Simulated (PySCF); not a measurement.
# CH₁₀AsNSi₂: electronic excitations

What electronic excitations should CH₁₀AsNSi₂ (`CN[SiH2][SiH2][AsH2]`) show?

Computed with PySCF 2.14.0, with density-fitted response routines of our own, on a single molecule in the gas phase. Atoms count from 0, in the outputs and in this text.

## 1. The starting structure

15 atoms, charge 0, multiplicity 1; geometry from: GFN2-xTB.

Bonds of the start (Å): C0–N1 1.44, N1–Si2 1.72, Si2–Si3 2.33, Si3–As4 2.34, C0–H5 1.10, C0–H6 1.09, C0–H7 1.09, N1–H8 1.01, Si2–H9 1.47, Si2–H10 1.47, Si3–H11 1.48, Si3–H12 1.48, As4–H13 1.50, As4–H14 1.50.

## 2. Excited states and response: CAM-B3LYP/def2-SVPD

The job: settings as JSON, then the geometry in Å.

```
{"job": {"kind": "uv", "xc": "CAM-B3LYP", "basis": "def2-SVPD", "nstates": 8, "ntriplets": 3}, "charge": 0, "multiplicity": 1}
C     -2.512049    -0.475547    -0.111659
N     -1.692688     0.708983    -0.048053
Si    -0.123382     0.769470    -0.760356
Si     1.423473    -0.798643     0.005922
As     3.666190    -0.148386    -0.068130
H     -2.217485    -1.237101     0.620950
H     -3.558780    -0.218218     0.060315
H     -2.421390    -0.908527    -1.105745
H     -1.828641     1.201151     0.821830
H     -0.374098     0.617896    -2.202683
H      0.289034     2.151715    -0.481452
H      1.152092    -1.214958     1.401453
H      1.329028    -2.076826    -0.733271
H      3.507271     0.435653    -1.443630
H      3.357011     1.201328     0.516941
```

Level: TDDFT CAM-B3LYP/def2-SVPD, vertical, gas phase, core orbitals frozen in the response.

Run with:

```
> OMP_NUM_THREADS=1 python probes_run.py task.json out
```

This one command runs all jobs of the session in turn.

Predict these results of the whole session: lowest singlet (CAM-B3LYP/def2-SVPD); brightest single state of those computed; lowest triplet; surface potential, 1st and 99th percentile.

The runs gave:

| quantity | value |
| --- | --- |
| lowest singlet (CAM-B3LYP/def2-SVPD) | 5.13 eV (242 nm), f = 0.081 |
| brightest single state of those computed | state 5, 6.43 eV, f = 0.280 |
| lowest triplet | 4.63 eV |
| surface potential, 1st and 99th percentile | -0.89 V and 1.39 V |

What this shows: The lowest singlet, at 5.13 eV, is HOMO→LUMO 0.89 and is bright; of the 8 states computed, the strongest absorption comes from state 5 at 6.43 eV. The lowest triplet lies 0.49 eV below the lowest singlet (triplets in Tamm-Dancoff, singlets in full TDDFT).
